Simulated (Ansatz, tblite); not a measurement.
# FeIBr with GFN2-xTB from a Python script

These are simulated results from tblite 0.8.0, not measurements. The cell was built from a prototype and was relaxed with r2SCAN in plane waves (Ansatz 0.2.0). It may be hypothetical. It is a single sheet, repeated along a and b, with vacuum along c. All runs are without spin polarisation, and a magnetic state may lie lower.

In-plane lattice: a = 3.734 Å, b = 3.734 Å, γ = 120.0°; thickness between the outer nuclei 2.76 Å. Around Fe lie 3 Br at 2.54 Å and 3 I at 2.59 Å; around Br lie 3 Fe at 2.54 Å; around I lie 3 Fe at 2.59 Å.

tblite solves periodic systems at the zone centre alone, so the script builds a cluster of 3×3×1 conventional cells (27 atoms), which folds in a coarse mesh of k points.

The script, run.py:

```python
import json
from ase import Atoms
from ase.build import make_supercell
from ase.units import Bohr, GPa, Hartree
from tblite.interface import Calculator

atoms = Atoms(['Fe', 'Br', 'I'],
              cell=[[3.73419102, 0.0, 0.0], [-1.86709551, 3.23390428, 0.0], [0.0, 0.0, 30.04008421]],
              scaled_positions=[[0.0, 0.0, 0.300619953], [0.333333333, 0.666666667, 0.345061328], [0.666666667, 0.333333333, 0.253117797]],
              pbc=True)
cluster = make_supercell(atoms, [[3, 0, 0], [0, 3, 0], [0, 0, 1]])
calc = Calculator('GFN2-xTB', cluster.numbers, cluster.positions / Bohr, lattice=cluster.cell[:] / Bohr, periodic=cluster.pbc)
calc.set('temperature', 0.02 / Hartree)
calc.set('max-iter', 150)
res = calc.singlepoint()
levels = res.get('orbital-energies') * Hartree
nv = round(res.get('orbital-occupations').sum() / 2)
cells = len(cluster) // len(atoms)
out = {'energy_per_cell': res.get('energy') * Hartree / cells, 'homo': levels[nv - 1], 'lumo': levels[nv],
       'stress': (-res.get('virial') * Hartree / cluster.get_volume() / GPa).tolist(), 'charges': res.get('charges')[:len(atoms)].tolist(), 'electrons': 2 * nv / cells}
json.dump(out, open('results.json', 'w'))
for key, value in out.items():
    print(key, value)
```

Command: `python run.py`. It took 1 s on 1 thread of Arm Neoverse V2, with other jobs on the host, peak memory 0.097 GiB.

Output:

```
------------------------------------------------------------
  cycle        total energy    energy error   density error
------------------------------------------------------------
      1     -101.0720344719  -1.0116255E+02   4.0406852E-01
      2     -101.1375222115  -6.5487740E-02   2.9280561E-01
      3     -101.3892571873  -2.5173498E-01   1.4840218E-01
      4     -100.1342654111   1.2549918E+00   2.3275645E-01
      5     -101.4320296091  -1.2977642E+00   5.3086250E-02
      6     -101.5596066264  -1.2757702E-01   2.1910154E-02
      7     -101.5655550149  -5.9483885E-03   1.4307179E-02
      8     -101.5657071388  -1.5212386E-04   6.1155424E-03
      9     -101.5661769714  -4.6983267E-04   1.2378684E-03
     10     -101.5661833826  -6.4111580E-06   1.1408598E-03
     11     -101.5661831669   2.1569362E-07   9.5488310E-04
     12     -101.5661910184  -7.8515468E-06   3.8109890E-04
     13     -101.5661917961  -7.7765003E-07   2.3141520E-04
     14     -101.5661924120  -6.1594233E-07   4.7052877E-05
     15     -101.5661924481  -3.6095358E-08   3.1955087E-05
     16     -101.5661924654  -1.7248809E-08   2.1990074E-05
     17     -101.5661924768  -1.1427090E-08   1.1265492E-05
------------------------------------------------------------

 total:                                   0.550 sec
energy_per_cell -307.08409672352724
homo -10.874066882987734
lumo -10.24375144713133
stress [[-2.179787387678321, -4.756334621924744e-05, 5.8822554013141114e-08], [-4.756334621924625e-05, -2.179842068957635, -1.2798778532609655e-07], [5.8822553964451066e-08, -1.2798778530297623e-07, -0.5941086246384363]]
charges [0.4973854443431045, -0.29384416266798014, -0.20354807255684734]
electrons 22.0
```

The cycle table is in hartree for the whole cluster, and the lines after it are in eV (the energy for one cell). The printed stress is in GPa and positive in compression, and the pressure is its mean diagonal, here averaged over the vacuum too.

GFN2-xTB gives a gap of 0.63 eV. On the same cell, plane-wave PBE (Ansatz, 12×12×1 k points and the special points) gives a gap of 0.68 eV and r2SCAN a gap of 1.49 eV; on shared hosts these took about 19 and 48 core-seconds on the 3-atom cell, against 1 for the script. Spin-orbit coupling, left out in all these runs, can cut or reorder the gap by tenths of an eV, up to about 1 eV with Pb or Bi. xTB was fitted to molecules, so gaps, charges and pressures of solids can be far off, and the gap also depends on the size of the cluster.

xTB was fitted mostly to molecules, and a small cluster samples few k points, so gaps, pressures and kinks along a curve can be far from a solid's.

No spin-orbit coupling is included; it can move band edges with weight on the heavy atoms by tenths of an eV.
